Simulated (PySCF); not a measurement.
# The bond of AlBr, level by level

An exercise on one series of results from a longer session: the logs are not shown, and one member is left open.

The runs use PySCF 2.14.0; Al x2c-SVPall, Br x2c-SVPall, spin-free X2C with a Gaussian nucleus.

The first run:

The job is set up so:

- atoms: Al, Br
- charge: 0
- basis: Al x2c-SVPall, Br x2c-SVPall
- Hamiltonian: spin-free X2C with a Gaussian nucleus
- basis functions: 50
- electrons treated: 48
- masses in u: 26.9815, 78.9183
- levels: PBE0, PBE, r²SCAN, TPSS, B3LYP, r²SCANh, CAM-B3LYP, HF, MP2, SCS-MP2, CCSD, CCSD(T)
- grid: 80 radial by 434 angular points
- occupations: held fixed by the projection of orbital angular momentum
- dissociation limit: Al + Br, each in its ground configuration
- starting distance in angstrom: 2.310
- values of 2S to try: 0, 2

The run is started by

```sh
$ OMP_NUM_THREADS=1 python dia.py task.json out
```

Among the steps run: The job; First curve: PBE0; Other states along the same grid; PBE (GGA); r²SCAN; TPSS; B3LYP; r²SCANh (hybrid meta-GGA); CAM-B3LYP; RHF (mean field); Correlated methods on the Hartree–Fock reference.

One table of the session follows, with a row left open; its other results are not shown here.

It belongs to the step «The curves together». Energy (eV) from each level's lowest point:

| R (Å) | RHF | RHF-MP2 | RHF-SCS-MP2 | RHF-CCSD | RHF-CCSD(T) |
| --- | --- | --- | --- | --- | --- |
| 1.992 | 0.911 | 0.851 | 0.869 | n/a | n/a |
| 2.084 | 0.405 | 0.360 | 0.373 | 0.370 | 0.369 |
| 2.177 | 0.128 | 0.101 | 0.108 | 0.107 | 0.106 |
| 2.247 | ? | ? | ? | ? | ? |
| 2.316 | 0.000 | 0.000 | 0.000 | 0.000 | 0.000 |
| 2.385 | 0.023 | 0.037 | 0.033 | 0.034 | 0.034 |
| 2.478 | 0.112 | 0.145 | 0.136 | 0.139 | 0.140 |
| 2.594 | 0.288 | 0.345 | 0.330 | 0.335 | 0.336 |
| 2.733 | 0.554 | 0.639 | 0.617 | 0.626 | 0.627 |
| 2.918 | 0.948 | 1.069 | 1.037 | n/a | n/a |

Estimate the missing values for R (Å) = 2.247.

Worked estimate for «RHF». A straight line through the neighbours (2.177, 0.128) and (2.316, 0.000) gives 0.128 + (0.000 − 0.128) × (2.247 − 2.177) / (2.316 − 2.177) = 0.064; a parabola fitted to 4 rows on both sides gives 0.025.

**Answer.** RHF: 0.030; RHF-MP2: 0.016; RHF-SCS-MP2: 0.020; RHF-CCSD: 0.019; RHF-CCSD(T): 0.018. In «RHF» the line misses by +0.034 and the parabola by -0.005.
